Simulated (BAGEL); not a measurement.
# GeClF (SMILES [F][Ge][Cl]): HF/def2-TZVP (density fitting with qzvpp-jkfit)

Aim: the vertical singlet–triplet gap of GeClF at HF/def2-TZVP (density fitting with qzvpp-jkfit), from 2 runs. 

The calculation is run with BAGEL 1.2.2.

5 further runs of the same task are left out: 2 that didn't finish, 3 set aside as unsound or not needed. Runs told in other sessions of the task aren't counted.

**1. The system as given**

The species is GeClF (3 atoms), meant as a singlet with charge 0. SMILES: `[F][Ge][Cl]`. The coordinates come from a PBE0-D4/def2-TZVP relaxation.

Bond lengths: F1–Ge2 1.748 Å, Ge2–Cl3 2.180 Å. Angles: F1–Ge2–Cl3 98.3°.

**2. The energy at HF/def2-TZVP (density fitting with qzvpp-jkfit)**

calc.json reads:

```json
{ "bagel": [

{
  "title": "molecule",
  "basis": "def2-tzvp.json",
  "df_basis": "qzvpp-jkfit",
  "angstrom": true,
  "geometry": [
    { "atom": "F", "xyz": [    0.110400,    1.418700,    0.206200 ] },
    { "atom": "Ge", "xyz": [   -0.762800,    0.035600,   -0.410300 ] },
    { "atom": "Cl", "xyz": [    0.641600,   -1.519100,    0.191000 ] }
  ]
},
{ "title": "hf" },
{ "title": "print", "file": "orbitals.molden", "orbitals": true }

]}
```

The basis set def2-TZVP is read from a file made from the Basis Set Exchange's data (not shown).

Launch:

```bash
$ BAGEL_NUM_THREADS=1 BAGEL calc.json > calc.out
```

The program printed:

```text
* using 1 threads per process

  ===============================================================
  ===============================================================

  *** Geometry ***

  { "atom" : "F", "xyz" : [      0.208626,      2.680954,      0.389662 ] },
  { "atom" : "Ge", "xyz" : [     -1.441483,      0.067274,     -0.775355 ] },
  { "atom" : "Cl", "xyz" : [      1.212448,     -2.870683,      0.360938 ] },

  Number of auxiliary basis functions:      471

  Since a DF basis is specified, we compute 2- and 3-index integrals:
    o Being stored without compression. Storage requirement is 0.051 GB

  Number of basis functions:      116
  Number of electrons      :       58

    * METHOD: MOLECULE                             0.24

  *** RHF ***

  === Nuclear Repulsion ===
   246.3773519347

      * DIIS with orbital gradients will be used.

  === RHF iteration (def2-tzvp.json) ===
      0      -2634.23232256          0.01893638           0.10
      1      -2634.33110333          0.01565128           0.09
      2      -2634.44601958          0.00108341           0.09
      3      -2634.44758198          0.00046105           0.10
      4      -2634.44790386          0.00011970           0.10
      5      -2634.44793782          0.00003847           0.09
      6      -2634.44794022          0.00001803           0.10
      7      -2634.44794056          0.00000487           0.09
      8      -2634.44794058          0.00000199           0.09
      9      -2634.44794058          0.00000044           0.09
     10      -2634.44794058          0.00000016           0.09
     11      -2634.44794058          0.00000007           0.09
     12      -2634.44794058          0.00000003           0.09
     13      -2634.44794058          0.00000001           0.09
     14      -2634.44794058          0.00000000           0.09
    * SCF iteration converged.

    * Permanent dipole moment:
           (    0.847339,     0.090863,     0.469035) a.u.

    * METHOD: HF                                   1.66

    * METHOD: PRINT                                0.02

  ===============================================================
```

Run time: 2.1 s. Hardware: 1 thread of Arm Neoverse V2, shared host; peak memory 0.16 GiB.

**3. The triplet at the same level**

hf.json reads:

```json
{ "bagel": [

{
  "title": "molecule",
  "basis": "def2-tzvp.json",
  "df_basis": "qzvpp-jkfit",
  "angstrom": true,
  "geometry": [
    { "atom": "F", "xyz": [    0.110400,    1.418700,    0.206200 ] },
    { "atom": "Ge", "xyz": [   -0.762800,    0.035600,   -0.410300 ] },
    { "atom": "Cl", "xyz": [    0.641600,   -1.519100,    0.191000 ] }
  ]
},
{ "title": "uhf", "nopen": 2 },
{ "title": "print", "file": "orbitals.molden", "orbitals": true }

]}
```

The basis set def2-TZVP is read from a file made from the Basis Set Exchange's data (not shown).

Launch:

```bash
$ BAGEL_NUM_THREADS=1 BAGEL hf.json > hf.out
```

The program printed:

```text
* using 1 threads per process

  ===============================================================
  ===============================================================

  *** Geometry ***

  { "atom" : "F", "xyz" : [      0.208626,      2.680954,      0.389662 ] },
  { "atom" : "Ge", "xyz" : [     -1.441483,      0.067274,     -0.775355 ] },
  { "atom" : "Cl", "xyz" : [      1.212448,     -2.870683,      0.360938 ] },

  Number of auxiliary basis functions:      471

  Since a DF basis is specified, we compute 2- and 3-index integrals:
    o Being stored without compression. Storage requirement is 0.051 GB

  Number of basis functions:      116
  Number of electrons      :       58

    * METHOD: MOLECULE                             0.24

  *** Open-shell HF ***

  === Nuclear Repulsion ===
   246.3773519347

      * DIIS with orbital gradients will be used.

  === UHF iteration (def2-tzvp.json) ===
      0      -2634.14219289          0.03581422           0.18
      1      -2634.24448641          0.02970406           0.18
      2      -2634.30110162          0.02152734           0.18
      3      -2634.35706663          0.00106392           0.18
      4      -2634.35793446          0.00049927           0.18
      5      -2634.35817587          0.00021490           0.18
      6      -2634.35824853          0.00010041           0.18
      7      -2634.35826876          0.00005251           0.18
      8      -2634.35828099          0.00002741           0.18
      9      -2634.35828493          0.00001406           0.18
     10      -2634.35828583          0.00000782           0.18
     11      -2634.35828632          0.00000329           0.18
     12      -2634.35828637          0.00000173           0.18
     13      -2634.35828638          0.00000099           0.18
     14      -2634.35828639          0.00000051           0.18
     15      -2634.35828639          0.00000029           0.18
     16      -2634.35828639          0.00000017           0.18
     17      -2634.35828639          0.00000008           0.18
     18      -2634.35828639          0.00000003           0.18
     19      -2634.35828639          0.00000002           0.18
     20      -2634.35828639          0.00000001           0.18
    * SCF iteration converged.

    * S^2 (UHF) is 2.0105

    * Permanent dipole moment:
           (    0.951327,     0.212916,     0.538048) a.u.

    * METHOD: UHF                                  4.06

    * METHOD: PRINT                                0.02

  ===============================================================
```

Run time: 4.5 s. Hardware: 1 thread of Arm Neoverse V2, shared host; peak memory 0.16 GiB.

**4. Results**

Level: HF/def2-TZVP (density fitting with qzvpp-jkfit).

| quantity | value |
| --- | --- |
| singlet: total energy | -2634.44794 Eh |
| singlet: dipole moment | 2.47 D |
| singlet: HOMO energy | -11.00 eV |
| singlet: LUMO energy | 0.20 eV |
| singlet: HOMO–LUMO gap | 11.20 eV |
| triplet: total energy | -2634.35829 Eh |
| triplet: dipole moment | 2.83 D |
| triplet: ⟨S²⟩ | 2.010 |
| vertical energy of the triplet above the singlet | 2.440 eV |

At this shape the triplet lies 2.44 eV (56 kcal/mol) above the singlet.
